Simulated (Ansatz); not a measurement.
# NaSb2Au (P-3m1) in Ansatz: relaxation of cell and atoms with PBE

Aim: the relaxation of cell and atoms of NaSb2Au with PBE.

All numbers are computed with Ansatz 0.2.0; they aren't measurements. Logs are shortened: lines on timing, memory, paths and dates and some standing lists are left out, and cuts for length are marked.

## (1) The structure

Symmetry: P-3m1, No. 164, trigonal system. The conventional cell has a = 4.357 Å, b = 4.357 Å, c = 6.818 Å, α = 90.00°, β = 90.00°, γ = 120.00°. Na (site symmetry -3m) is surrounded by 6 Sb at 3.31 Å and 2 Au at 3.41 Å. Sb (site symmetry 3m) is surrounded by 3 Au at 2.81 Å. Around Au (site symmetry -3m) lie 6 Sb at 2.81 Å.

The cell was built by a generator and needn't be a form met in nature.

## (2) Relaxation of cell and atoms, PBE

Input file input.yaml:

```yaml
crystal:
  lattice:
    - [4.3573, 0.0, 0.0]
    - [-2.17865, 3.77354, 0.0]
    - [0.0, 0.0, 6.81847]
  atoms:
    - { symbol: Na, position: [0.0, 0.0, 0.5] }
    - { symbol: Sb, position: [0.66667, 0.33333, 0.81632] }
    - { symbol: Sb, position: [0.33333, 0.66667, 0.18368] }
    - { symbol: Au, position: [0.0, 0.0, 0.0] }
hamiltonian:
  xc: pbe
  pseudopotentials: { kind: paw }
kpoints:
  mp_grid: { grid: [5, 5, 3] }
scf:
  occupations: { method: fermi_dirac, width: 0.05 }
output:
  forces: true
  stress: true
  eigenvalues: true
relax:
  f_tol: 0.01
  max_steps: 40
  cell: { stress_tol: 0.05 }
```

Potentials or basis: Ansatz PAW.

Run with:

```bash
$ ansatz run input.yaml --threads 2 --pin off --max-ram 5632MiB --backend cpu --events-out ev --progress --plain --runs-dir out
```

Output:

```text
Warning: the atoms were moved onto the symmetric positions of the space group found under crystal.symmetry.tolerance 1.0e-5 (fractional; no operation is sought that the atoms, as they stand in a round, miss by more than twice it, and no atom is moved by as much as it), and the run uses the moved positions. Before a round's move an operation carried an atom to 4.36e-5 Å from where it should land, the largest such distance. Atom 1 (counting from 0) moved farthest, by 2.52e-5 Å; the longest move in fractions of the cell, of whichever atom, is 0.47 of the tolerance, in 1 round. To run the atoms as typed, lower crystal.symmetry.tolerance until the operations that they miss are no longer found, or set crystal.symmetry.detect: false (a key that needs symmetry detection or time reversal refuses this as the deck is read). The positions used, in the order of the run's atom list: position: [0.0, 0.0, 0.5]; position: [0.6666666666666666, 0.3333333333333333, 0.81632]; position: [0.3333333333333333, 0.6666666666666666, 0.18368]; position: [0.0, 0.0, 0.0]; The lattice was moved too: crystal.lattice keeps the space group found at crystal.symmetry.tolerance 1.0e-5 only nearly: the operation that it misses by the most changes a squared length by the fraction 3.45e-6. The run uses the lattice that is a stretch of the typed one, with no rotation, onto the one that keeps every operation to a double's rounding (on a very oblique basis the stretch itself rounds by more); the deck's lattice vector that moved farthest moved by 4.33e-6 Å. To run the lattice as typed, set crystal.symmetry.tolerance under 3.44e-6, the least fraction by which an operation that the lattice misses changes a squared length (the same key also sets how far an atom may lie from its image, so lowering it can lose operations that the atoms keep only within it), or set crystal.symmetry.detect: false, as for the atoms. crystal.lattice made exact, in Å and degrees: [[4.357304334799977, 0.0, 0.0], [-2.1786521673999886, 3.773536245956835, 0.0], [0.0, 0.0, 6.81847]]. Pasted over the deck's crystal.lattice, beside positions in fractional coordinates, it runs the same cell (given as lengths and angles, that cell in the form's own orientation, a rigid turn of the misfit's size from the one run here, for which a checkpoint.post_process_only pass over this run's state can be refused: where this run relaxes nothing, give such a pass this deck's own crystal.lattice, as typed; behind a relaxation, as crystal.lattice, the state's own cell, identity.cell in its checkpoint.json), and a matrix so pasted ends this notice, except on a very skew basis of the lattice, where the rounding of the pasted numbers themselves can read as a misfit: the cell is then moved again, and that move is told again. The lattice as run is in this notice's lattice.as_run_ang field (Run.prep()["deck_notices"] in Python, the deck_notice line of an events file, deck_notices of ansatz run --dry-run=json, or deck_notices in record.json in the deck's checkpoint.write directory).
Warning: RAYON_NUM_THREADS=2 ignored (pool sized by the plan → 2); use --threads N
Engine: ansatz 0.2.0, aarch64-unknown-linux-gnu
Pseudopotentials: kind: paw
Pseudopotential: Na, paw, valence charge 9, recommended cutoff 420 eV (normal), Na.paw.azcp
Pseudopotential: Sb, paw, valence charge 15, recommended cutoff 420 eV (normal), Sb.paw.azcp
Pseudopotential: Au, paw, valence charge 19, recommended cutoff 420 eV (normal), Au.paw.azcp
Functional definition: PBE
  parameter kappa = 0.804
  parameter beta = 0.06672455060314922
  exchange = pbe_x(kappa = kappa, mu = beta*pi^2/3)
  correlation = pbe_c(beta = beta)
Crystal: 4 atoms, lattice volume = 112.112 Å³
Basis set: ecut = 420 eV, 2225 PW (Γ), exchange–correlation on 60×60×96 points (8 copies of the dense FFT grid, shifted against one another)
Bands: 35, of which v1, the nominal top of the filled ones, is band 29 counted from 1 (28 counted from 0)
Symmetry: 12 space group operations
Space group: P-3m1 (ITA 164), of the structure as read, at distance tolerance 4.8e-5 Å
k-points: 12 of 75
Non-local potential: Na, projectors of the file, l = 0: 3, l = 1: 2, l = 2: 1
Non-local potential: Sb, projectors of the file, l = 0: 2, l = 1: 2, l = 2: 2, l = 3: 2
[... 102 lines left out ...]
  E_aug_tail   = 0.001383  (compensation charges beyond the density's cutoff)
  E_ewald      = -5381.345781
  E_smearing   = -0.012008  (= −TS)
  E_closure    = -0.000000  (closes the sum)
  Σ components = -27605.335094   (vs F -27605.335094, Δ=0.00e0)
--- Forces (eV/Å), atoms counted from 1 ---
  atom   1  Na     0.00000000     0.00000000     0.00000000
  atom   2  Sb     0.00000000    -0.00000000    -0.00016019
  atom   3  Sb     0.00000000     0.00000000     0.00016019
  atom   4  Au     0.00000000    -0.00000000     0.00000000
  max |Σ_I F_I| component: 3.47e-18 eV/Å
--- Stress (GPa, compression-positive) ---
       -0.001403       0.000000      -0.000000
       -0.000000      -0.001403      -0.000000
       -0.000000      -0.000000      -0.008248
  P = ⅓ Tr σ = -0.0037 GPa (-0.037 kbar)
--- Band table (eV; the first three rows and the last of 12) ---
  k-point 0: bands = ["-97.4320", "-48.8745", "-48.8745", "-48.7645", "-43.4654", "-20.0518", "-20.0518", "-20.0435", "-20.0347", "-20.0347", "-20.0337", "-20.0185", "-20.0185", "-20.0096", "-20.0096", "-15.3925", "-15.3925", "-15.3732", "-2.3568", "0.4969", "3.1357", "3.1357", "3.5398", "4.1941", "4.1941", "6.0219", "9.1348", "9.1348", "9.7354", "10.2971", "10.2971", "11.1417", "12.5826", "14.1687", "14.1687"]
  k-point 1: bands = ["-97.4320", "-48.8745", "-48.8745", "-48.7645", "-43.4654", "-20.0518", "-20.0518", "-20.0437", "-20.0349", "-20.0349", "-20.0335", "-20.0185", "-20.0185", "-20.0095", "-20.0095", "-15.3925", "-15.3925", "-15.3734", "-2.2897", "0.2362", "3.1385", "3.1385", "3.7761", "4.1937", "4.1937", "6.6536", "8.4962", "9.0752", "9.0752", "10.4356", "10.4356", "11.7391", "12.3910", "13.7909", "13.7909"]
  k-point 2: bands = ["-97.4320", "-48.8747", "-48.8746", "-48.7644", "-43.4653", "-20.0521", "-20.0505", "-20.0420", "-20.0360", "-20.0346", "-20.0335", "-20.0181", "-20.0177", "-20.0111", "-20.0090", "-15.3944", "-15.3929", "-15.3727", "-1.9707", "0.2835", "3.2846", "3.4285", "3.7350", "4.1543", "4.1552", "5.7958", "6.9814", "8.1022", "8.9616", "10.1108", "10.7272", "12.0100", "13.0209", "14.3757", "14.8516"]
  k-point 11: bands = ["-97.4320", "-48.8749", "-48.8747", "-48.7644", "-43.4653", "-20.0553", "-20.0456", "-20.0403", "-20.0379", "-20.0335", "-20.0275", "-20.0214", "-20.0162", "-20.0140", "-20.0081", "-15.3972", "-15.3949", "-15.3719", "-0.4417", "-0.3832", "3.1299", "3.6278", "3.9313", "4.1402", "4.2380", "4.6377", "6.0286", "6.5266", "7.7296", "9.8340", "10.4223", "12.0668", "13.8324", "14.0969", "14.5338"]
--- Relaxed structure (6 steps of the walk, 6 accepted, 1 SCFs on fresh bases) ---
  F+E_penalty+E_count = -27605.33509419 eV   max|allowed force component| = 1.602e-4 eV/Å   (the final SCF, on the basis selected at the relaxed cell)
  cell:  # Å, volume = 111.2496 Å³
    - [4.410167404795068, 0.0, 0.0]
    - [-2.205083702397534, 3.819317007494618, 1.4871051689064382e-32]
    - [0.0, 2.6870768743503594e-32, 6.604772008206888]
  atoms:
    - { symbol: Na, position: [-5.756815269785704e-35, -6.72529365486929e-35, 0.5] }
    - { symbol: Sb, position: [0.6666666666666666, 0.33333333333333326, 0.8156800781967283] }
    - { symbol: Sb, position: [0.33333333333333326, 0.6666666666666665, 0.18431992180327164] }
    - { symbol: Au, position: [-2.1266435813485475e-35, -6.831622408305915e-35, 3.2944368572595385e-83] }
```

It took 11 s on 2 threads of Arm Neoverse V2, shared host; peak memory 0.41 GiB.

What came out:

- Free energy: -27605.3351 eV
- Relaxed volume: 27.81 Å³/atom
- Relaxed cell: a = 4.410 Å, b = 4.410 Å, c = 6.605 Å, α = 90.00°, β = 90.00°, γ = 120.00°
- Space group after relaxing (to 0.05 Å): P-3m1 (No. 164)
- Energy gained by relaxing: 2.0 meV/atom
- Ionic steps: 7
- Pressure after relaxing: 0.0 GPa
- Band gap on the k mesh: none (metal or under the smearing width)

Step by step:
| step | energy change (eV) | largest force (eV/Å) | volume (Å³) |
| --- | --- | --- | --- |
| 1 | 0.0000 | 0.0080 | 112.11 |
| 2 | -0.0037 | 0.0041 | 112.57 |
| 3 | -0.0065 | 0.0794 | 112.20 |
| 4 | -0.0068 | 0.0561 | 112.08 |
| 5 | -0.0081 | 0.0022 | 111.63 |
| 6 | -0.0083 | 0.0002 | 111.25 |
| 7 | -0.0082 | 0.0002 | 111.25 |

Final structure:
```cif
data_structure
_symmetry_space_group_name_H-M 'P 1'
_symmetry_Int_Tables_number 1
_cell_length_a 4.4102
_cell_length_b 4.4102
_cell_length_c 6.6048
_cell_angle_alpha 90.000
_cell_angle_beta 90.000
_cell_angle_gamma 120.000
_cell_volume 111.25
loop_
_atom_site_label
_atom_site_type_symbol
_atom_site_fract_x
_atom_site_fract_y
_atom_site_fract_z
_atom_site_occupancy
Na1 Na 0.00000 0.00000 0.50000 1
Sb1 Sb 0.66667 0.33333 0.81568 1
Sb2 Sb 0.33333 0.66667 0.18432 1
Au1 Au 0.00000 0.00000 0.00000 1
```

Caveat: the plane-wave basis is chosen anew once the cell has moved, so the energies of steps on either side of that aren't comparable.
